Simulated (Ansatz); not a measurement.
# InH₃ (quintet): the correlation ladder, def2-SVP

Aim: climb from Hartree-Fock through coupled cluster for InH₃ (quintet) at one geometry and basis, and see what each rung misses.

Program: Ansatz 0.2.0, Gaussian basis. Level of theory: def2-SVP, core rule «outside noble gas», up to 9 orbitals frozen. These are calculated values, not measurements.

The runs, in order: UHF; CCSD(T) on ROHF; CCSD(T) on UHF; BCCD(T) on ROHF; CISD; CCSDT(Q) on ROHF; CCSDT(Q) on UHF; Full CI.

21 further runs of the same task are left out: 7 for a known fault of the program, 6 that didn't finish, 8 set aside as unsound or not needed.

### 1 The system

The geometry is a PBE0/def2-TZVP stationary point (not a proven minimum) of the parent state, kept for this charge and spin. No spin-orbit coupling is included. Elements past krypton take def2 core potentials.

4 atoms, charge 0, spin multiplicity 5.

Atoms are counted from 1 here; the program's logs count them from 0.

Bond lengths: In1–H2 1.760 Å, H3–H4 0.769 Å.

### 2 UHF

File in.yaml:

```yaml
crystal:
  periodic: [false, false, false]
  atoms:
    - {symbol: In, position_ang: [0.000000, 0.017034, -0.038458]}
    - {symbol: H, position_ang: [0.000000, -1.726316, -0.276632]}
    - {symbol: H, position_ang: [0.384545, -0.107040, 2.328746]}
    - {symbol: H, position_ang: [-0.384545, -0.107040, 2.328746]}
basis:
  gaussian: {orbitals: def2-SVP}
magnetization: {spin_polarized: true, initial_magnetization: 4}
hamiltonian: {xc: hf}
output: {orbitals: {seedname: orbitals}}
```

Launch:

```
> ansatz run in.yaml --threads 1 --pin off --events-out ev --progress --plain --max-ram 2393MiB
```

After this run come: CCSD(T) on ROHF; CCSD(T) on UHF; BCCD(T) on ROHF; CISD; CCSDT(Q) on ROHF; CCSDT(Q) on UHF; Full CI.

Before running them: what should the planned runs give, taken together? Wanted: FCI below the RHF energy; RMP2 from FCI; UMP2 from FCI; RCCSD from FCI; RCCSD(T) from FCI; UCCSD(T) from FCI; RCCSDT(Q) from FCI; UCCSDT(Q) from FCI; T1 diagnostic.

The runs gave:

| quantity | value |
| --- | --- |
| FCI below the RHF energy | -1.4326 eV |
| RMP2 from FCI | +35.3 kJ/mol |
| UMP2 from FCI | +28.3 kJ/mol |
| RCCSD from FCI | +1.2 kJ/mol |
| RCCSD(T) from FCI | +0.3 kJ/mol |
| UCCSD(T) from FCI | -6.5 kJ/mol |
| RCCSDT(Q) from FCI | -0.1 kJ/mol |
| UCCSDT(Q) from FCI | -6.9 kJ/mol |
| levels within 1 kcal/mol (43 meV) | RCCSD, RCCSD(T), BCCD(T), RCCSDT, RCCSDT(Q) |
| T1 diagnostic | 0.011 |
| effectively unpaired electrons | 4.01 |

**Reading.** RCCSD(T) lands +0.3 kJ/mol from the yardstick (0.2 % of the correlation energy). CCSD(T) misses by +0.3 kJ/mol on the restricted determinant and by -6.5 kJ/mol on the unrestricted one; the two need not hold the same state or core. UCCSD, UCCSD(T), UCCSDT, UCCSDT(Q) fall below full CI: unrestricted runs freeze a spin-polarised core, another one than full CI's, and coupled cluster isn't variational. One determinant dominates. These misses are within one basis, not against nature; the frozen cores of restricted and unrestricted runs differ, which can shift their rows.
